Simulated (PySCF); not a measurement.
# C₂H₈BrGeSi radical: open-shell or spin-flip excitations

Aim: compute the open-shell or spin-flip excitations of C₂H₈BrGeSi radical (`[SiH3][C@H]([GeH2])CBr`).

Computed with PySCF 2.14.0 and routines of our own; the level stands in each step. Atoms count from 0.

### 1 The starting structure

13 atoms, charge 0, multiplicity 2; geometry from: GFN2-xTB.

### 2 Open-shell or spin-flip excitations: unrestricted TDA B3LYP/def2-SVPD

What the job is given:

```
{"job": {"kind": "uabs", "xc": "B3LYP", "basis": "def2-SVPD", "nstates": 10, "tda": true}, "charge": 0, "multiplicity": 2}
Si     1.439365    -0.481257     0.656897
C      0.009916    -0.207804    -0.570463
Ge    -0.345712     1.791814    -0.816151
C     -1.268098    -0.822075    -0.088007
Br    -2.793443    -0.224926    -1.183628
H      1.573622    -1.928468     0.864940
H      1.104074     0.165979     1.926178
H      2.657190     0.065054     0.065753
H      0.279943    -0.633061    -1.541014
H     -0.930302     2.194680     0.585903
H      1.059861     2.496870    -0.701229
H     -1.514014    -0.505296     0.925050
H     -1.276790    -1.911023    -0.141955
```

With the program's defaults for keys left out, this is: unrestricted TDA B3LYP/def2-SVPD, vertical, gas phase, core orbitals frozen in the response.

On the command line:

```bash
$ OMP_NUM_THREADS=1 python excited_run.py task.json out
```

The driver reads the jobs from task.json and runs them one after another.

Standard output:

```text
coarse grid: 51296 points
cycle   1  E = -5020.9618221215  dE = -1.546e+00  |g| = 3.506e-01  |ddm| = 3.121e+00
cycle   2  E = -5020.9325718739  dE =  2.925e-02  |g| = 4.335e-01  |ddm| = 9.335e-01
cycle   3  E = -5020.9995449276  dE = -6.697e-02  |g| = 7.143e-02  |ddm| = 5.553e-01
cycle   4  E = -5021.0023383746  dE = -2.793e-03  |g| = 2.711e-02  |ddm| = 1.443e-01
cycle   5  E = -5021.0026809033  dE = -3.425e-04  |g| = 6.860e-03  |ddm| = 3.838e-02
cycle   6  E = -5021.0026999133  dE = -1.901e-05  |g| = 2.286e-03  |ddm| = 1.334e-02
cycle   7  E = -5021.0027026326  dE = -2.719e-06  |g| = 6.227e-04  |ddm| = 4.429e-03
final grid: 103432 points
cycle   8  E = -5021.0026501955  dE = -2.368e-08  |g| = 8.483e-04  |ddm| = 7.212e-03
cycle   9  E = -5021.0026496489  dE =  5.466e-07  |g| = 1.322e-03  |ddm| = 2.880e-03
cycle  10  E = -5021.0026505829  dE = -9.341e-07  |g| = 1.237e-04  |ddm| = 1.776e-03
cycle  11  E = -5021.0026505898  dE = -6.825e-09  |g| = 3.002e-05  |ddm| = 1.832e-04
cycle  12  E = -5021.0026505905  dE = -7.058e-10  |g| = 1.227e-05  |ddm| = 7.403e-05
converged SCF energy = -5021.0026505905

Static polarisability (au): isotropic 112.206, principal 88.492 115.755 132.371

<S^2> of the reference = 0.7516 (exact 0.7500)

Excitations
state   eV       nm        f      <S^2>   main configurations
  1   3.0642    404.6   0.00745   0.775   Hb->Lb 0.95
  2   3.3453    370.6   0.00484   0.779   H-1b->Lb 0.95
  3   3.6561    339.1   0.02261   0.782   H-2b->Lb 0.92
  4   3.8438    322.6   0.00850   0.776   H-3b->Lb 0.94
  5   4.2329    292.9   0.02311   0.817   Ha->La 0.91
  6   4.6680    265.6   0.02602   0.774   H-4b->Lb 0.92
  7   5.1631    240.1   0.01258   0.851   Ha->L+1a 0.90
  8   5.2642    235.5   0.00022   2.712   H-1a->La 0.46, Hb->L+1b 0.34
  9   5.3627    231.2   0.00110   0.779   H-5b->Lb 0.98
 10   5.4162    228.9   0.01607   2.168   H-2a->La 0.31, H-1b->L+1b 0.28, Ha->L+2a 0.21
```

It took 1.8 min on 1 thread of Arm Neoverse N1, shared host; peak memory 0.75 GiB.

Key values:

| quantity | value |
| --- | --- |
| ⟨S²⟩ | 0.752 |

Löwdin spin populations:

Si0 0.03; C1 0.10; Ge2 0.62; C3 0.00; Br4 0.07; H5 0.01; H6 0.00; H7 0.00; H8 0.00; H9 0.07; H10 0.09; H11 0.00; H12 0.00

With diffuse functions Löwdin's scheme smears the spin, so small populations can have the wrong sign.

### 3 Open-shell or spin-flip excitations: unrestricted TDA X3LYP/def2-SVPD in N,N-dimethylformamide

Settings changed since step 2:

```diff
@@ -1,2 +1,2 @@
-{"job": {"kind": "uabs", "xc": "B3LYP", "basis": "def2-SVPD", "nstates": 10, "tda": true}, "charge": 0, "multiplicity": 2}
+{"job": {"kind": "uabs", "xc": "X3LYP", "basis": "def2-SVPD", "nstates": 2, "tda": true, "solvent": "N,N-dimethylformamide", "scf": {"damp": 0.3, "fallback": true}, "grid": 4}, "charge": 0, "multiplicity": 2}
 Si     1.439365    -0.481257     0.656897
```

With the program's defaults for keys left out, this is: unrestricted TDA X3LYP/def2-SVPD, vertical, IEF-PCM N,N-dimethylformamide (non-equilibrium linear response), core orbitals frozen in the response.

Standard output:

```text
damping 0.30 in the first 6 cycles
final grid: 272176 points
cycle   1  E = -5020.6690235319  dE = -1.548e+00  |g| = 3.410e-01  |ddm| = 3.106e+00
cycle   2  E = -5020.6900506871  dE = -2.103e-02  |g| = 2.063e-01  |ddm| = 6.401e-01
cycle   3  E = -5020.6965173721  dE = -6.467e-03  |g| = 1.547e-01  |ddm| = 4.275e-01
cycle   4  E = -5020.6996354223  dE = -3.118e-03  |g| = 1.224e-01  |ddm| = 3.414e-01
cycle   5  E = -5020.7015900143  dE = -1.955e-03  |g| = 1.041e-01  |ddm| = 2.852e-01
cycle   6  E = -5020.6912147594  dE =  1.038e-02  |g| = 1.713e-01  |ddm| = 3.585e-01
cycle   7  E = -5020.6623044229  dE =  2.891e-02  |g| = 2.913e-01  |ddm| = 5.929e-01
cycle   8  E = -5020.7071970462  dE = -4.489e-02  |g| = 8.736e-03  |ddm| = 3.656e-01
cycle   9  E = -5020.7072174135  dE = -2.037e-05  |g| = 4.361e-03  |ddm| = 1.539e-02
cycle  10  E = -5020.7072258312  dE = -8.418e-06  |g| = 5.103e-04  |ddm| = 6.641e-03
cycle  11  E = -5020.7072259677  dE = -1.365e-07  |g| = 1.765e-04  |ddm| = 9.223e-04
cycle  12  E = -5020.7072259876  dE = -1.992e-08  |g| = 5.482e-05  |ddm| = 3.858e-04
cycle  13  E = -5020.7072259915  dE = -3.927e-09  |g| = 1.945e-05  |ddm| = 2.059e-04
cycle  14  E = -5020.7072259921  dE = -5.693e-10  |g| = 6.525e-06  |ddm| = 8.178e-05
converged SCF energy = -5020.7072259921

Static polarisability (au): isotropic 161.410, principal 133.295 167.364 183.570

<S^2> of the reference = 0.7516 (exact 0.7500)

Excitations
state   eV       nm        f      <S^2>   main configurations
  1   3.0528    406.1   0.01276   0.774   Hb->Lb 0.94
  2   3.4418    360.2   0.00737   0.778   H-1b->Lb 0.92
```

Wall time 3 min (1 thread of Arm Neoverse N1, shared host); peak memory 0.82 GiB.

In short:

| quantity | value |
| --- | --- |
| ⟨S²⟩ | 0.752 |

### 4 Outcome

| quantity | value |
| --- | --- |
| lowest and brightest state of nearly pure spin, of 10 (step 2, unrestricted TDA B3LYP/def2-SVPD) | 3.06 eV; 4.67 eV, f = 0.026 |
| lowest and brightest state of nearly pure spin, of 2 (step 3, unrestricted TDA X3LYP/def2-SVPD in N,N-dimethylformamide) | 3.05 eV; 3.05 eV, f = 0.013 |

States whose ⟨S²⟩ lies well above the reference's are mixtures of spin states, an artefact of the unrestricted response, and are left out of the summary. The lowest state of nearly pure spin runs from 3.05 to 3.06 eV over the runs.
